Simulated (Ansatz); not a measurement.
Debugging an equation of state with a fit of Ca3PbO, space group Pm-3m (the Ansatz DFT code, driven from Python).

Script `eos_ca3pbo.py`:
```python
"""Energy against volume for Ca3PbO, with a fit."""

import logging
import sys

import ansatz
import numpy as np

logging.basicConfig(stream=sys.stdout, format="%(levelname)s %(message)s")
log = logging.getLogger("ca3pbo")
log.setLevel(logging.INFO)

SETTINGS = {
    "ecut": 420,
    "smearing_width": 0.1,
    "kmesh": (5, 5, 5),
}

VECTORS = np.array([
    [4.847, 0.0, 0.0],
    [0.0, 4.847, 0.0],
    [0.0, 0.0, 4.847],
])
SITES = [
    ("Ca", (0.0, 0.5, 0.5)),
    ("Ca", (0.5, 0.0, 0.5)),
    ("Ca", (0.5, 0.5, 0.0)),
    ("Pb", (0.0, 0.0, 0.0)),
    ("O", (0.5, 0.5, 0.5)),
]


def on_lattice(cell):
    crystal = ansatz.Crystal(lattice=ansatz.Lattice.of(cell))
    for symbol, position in SITES:
        crystal = crystal.atom(symbol, position)
    return crystal

# scale the volume, keep shape and fractions
volumes, energies = [], []
for scale in np.linspace(0.94, 1.06, 7):
    cell = VECTORS * scale
    job = (
        on_lattice(cell).calculation().scf(max_iterations=80)
        .basis(SETTINGS["ecut"])
        .functional(ansatz.Functional.PBESOL)
        .occupations(ansatz.OccupationsMethod.METHFESSEL_PAXTON, width=SETTINGS["smearing_width"])
        .kpoints(*SETTINGS["kmesh"])  # the mesh must be finer for metals
    )
    r = job.run().report
    volumes.append(abs(np.linalg.det(cell)) / len(SITES))
    energies.append(r["free_energy_ev"] / len(SITES))
    log.info(f"V = {volumes[-1]:8.4f} A^3/atom  F = {energies[-1]:.5f} eV/atom")

# third-order Birch-Murnaghan: a cubic in V^(-2/3)
x = np.array(volumes) ** (-2 / 3)
poly = np.polynomial.Polynomial.fit(x, energies, 3).convert()
roots = poly.deriv().roots()
x0 = min((r.real for r in roots if abs(r.imag) < 1e-9 and poly.deriv(2)(r.real) > 0), key=lambda r: abs(r - x.mean()))
v0 = x0 ** -1.5
b0 = 4 / 9 * poly.deriv(2)(x0) * v0 ** (-7 / 3) * 160.21766
b1 = 4 + 2 / 3 * x0 * poly.deriv(3)(x0) / poly.deriv(2)(x0)
log.info(f"V0 = {v0:.4f} A^3/atom, B0 = {b0:.1f} GPa, dB/dP = {b1:.2f}")
```

Output of `python eos_ca3pbo.py`:
```text
INFO V =  18.9161 A^3/atom  F = -3540.40622 eV/atom
INFO V =  20.1494 A^3/atom  F = -3540.47738 eV/atom
INFO V =  21.4352 A^3/atom  F = -3540.50965 eV/atom
INFO V =  22.7745 A^3/atom  F = -3540.50979 eV/atom
INFO V =  24.1685 A^3/atom  F = -3540.48373 eV/atom
INFO V =  25.6182 A^3/atom  F = -3540.43639 eV/atom
INFO V =  27.1248 A^3/atom  F = -3540.37183 eV/atom
INFO V0 = 22.0939 A^3/atom, B0 = 57.0 GPa, dB/dP = 4.33
```

No error stopped it. What is wrong with the input all the same?

The fault: the volume factor multiplies the lattice vectors without its cube root. The cap on steps that the faulty run carried goes too. The correction:

```diff
--- before
+++ after
@@ -41,5 +41,5 @@
 for scale in np.linspace(0.94, 1.06, 7):
-    cell = VECTORS * scale
+    cell = VECTORS * scale ** (1 / 3)
     job = (
-        on_lattice(cell).calculation().scf(max_iterations=80)
+        on_lattice(cell).calculation()
         .basis(SETTINGS["ecut"])
```

With that change:

```console
$ python eos_ca3pbo.py
INFO V =  21.4080 A^3/atom  F = -3540.50931 eV/atom
INFO V =  21.8635 A^3/atom  F = -3540.51291 eV/atom
INFO V =  22.3190 A^3/atom  F = -3540.51293 eV/atom
INFO V =  22.7745 A^3/atom  F = -3540.50979 eV/atom
INFO V =  23.2300 A^3/atom  F = -3540.50379 eV/atom
INFO V =  23.6855 A^3/atom  F = -3540.49522 eV/atom
INFO V =  24.1410 A^3/atom  F = -3540.48442 eV/atom
INFO V0 = 22.0932 A^3/atom, B0 = 57.4 GPa, dB/dP = 4.48
```

Total energies depend on the potentials; only differences at equal settings carry meaning. Cold and Methfessel-Paxton smearing aren't meant for a gap as narrow as their width. Spin-orbit coupling, which matters for elements this heavy, is left out. The structure is a deposited one; some such entries were measured under pressure or heat, so a shift against it needn't be the functional's error alone. Wall time of the script: 14 s on 1 thread of Arm Neoverse V1, with other jobs on the host, peak memory 0.42 GiB.
